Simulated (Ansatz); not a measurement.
## Ga, space group I4/mmm: an equation of state with a fit, step by step

Computed with Ansatz 0.2.0, Python API.

Run as a notebook:

In [1]:
```python
import warnings

import ansatz as az
import numpy as np
```

In [2]:
```python
VECTORS = np.array([
    [-1.404, 1.404, 2.229],
    [1.404, -1.404, 2.229],
    [1.404, 1.404, -2.229],
])
SITES = [
    ("Ga", (0.0, 0.0, 0.0)),
]
```

In [3]:
```python
def make_crystal(cell):
    crystal = az.Crystal(lattice=az.Lattice.of(cell))
    for symbol, position in SITES:
        crystal = crystal.atom(symbol, position)
    return crystal
```

In [4]:
```python
warnings.simplefilter("ignore", az.DeckWarning)
```

In [5]:
```python
# scale the volume, keep shape and fractions
volumes, energies, pressures = [], [], []
for scale in np.linspace(0.95, 1.07, 5):
    cell = VECTORS * scale ** (1 / 3)
    calc = (
        make_crystal(cell).calculation()
        .functional("pbesol")
        .pseudopotentials("paw")
        .basis(38 * az.Ry)
        .occupations(az.OccupationsMethod.COLD, width=0.05)
        .kpoints(11, 11, 11)  # the mesh must be finer for metals
        .stress()
    )
    summary = calc.run(threads=1, backend="cpu").report
    volumes.append(abs(np.linalg.det(cell)) / len(SITES))
    energies.append(summary["free_energy_ev"] / len(SITES))
    pressures.append(np.trace(summary["stress_gpa"]) / 3)
    print(f"V = {volumes[-1]:8.4f} A^3/atom  F = {energies[-1]:.5f} eV/atom  P = {pressures[-1]:8.3f} GPa")
```
```text
V =  16.6966 A^3/atom  F = -3743.17181 eV/atom  P =    3.855 GPa
V =  17.2239 A^3/atom  F = -3743.18070 eV/atom  P =    1.604 GPa
V =  17.7511 A^3/atom  F = -3743.18272 eV/atom  P =   -0.331 GPa
V =  18.2784 A^3/atom  F = -3743.17865 eV/atom  P =   -2.023 GPa
V =  18.8056 A^3/atom  F = -3743.16998 eV/atom  P =   -3.218 GPa
```

In [6]:
```python
# third-order Birch-Murnaghan: a cubic in V^(-2/3)
x = np.array(volumes) ** (-2 / 3)
poly = np.polynomial.Polynomial.fit(x, energies, 3).convert()
roots = poly.deriv().roots()
x0 = min((r.real for r in roots if abs(r.imag) < 1e-9 and poly.deriv(2)(r.real) > 0), key=lambda r: abs(r - x.mean()))
v0 = x0 ** -1.5
b0 = 4 / 9 * poly.deriv(2)(x0) * v0 ** (-7 / 3) * 160.21766
b1 = 4 + 2 / 3 * x0 * poly.deriv(3)(x0) / poly.deriv(2)(x0)
print(f"V0 = {v0:.4f} A^3/atom, B0 = {b0:.1f} GPa, dB/dP = {b1:.2f}")
```
```text
V0 = 17.6435 A^3/atom, B0 = 61.5 GPa, dB/dP = 5.43
```

A third-order Birch-Murnaghan fit through the 5 points has its minimum at 17.64 Å³ an atom, 0.4 % above the typed cell, with a bulk modulus of 61 GPa. From that minimum the energy rises by 11.0 meV an atom on the compressed side and 12.8 meV on the expanded side.

Caveats:
- Total energies depend on the potentials; only differences at equal settings carry meaning.
- Shape and fractional positions are held along the curve, so the bulk modulus is an upper value where they are free to relax, by a factor of two or more in layered or hydrogen-bonded cells.
- For a metal this k-point mesh is coarse: on a finer one energies can move by several to tens of meV an atom and pressures by half a GPa or more, differences at one mesh by less.
- Pressure is positive in compression.
- This isn't the structure that Ga takes at ambient conditions.
- Finished in 3 s on 1 thread of AMD EPYC 9R45 96-Core Processor (Zen 5), on a shared host, peak memory 0.4 GiB.

(Lines on the test bed's own set-up are left out of the output.)
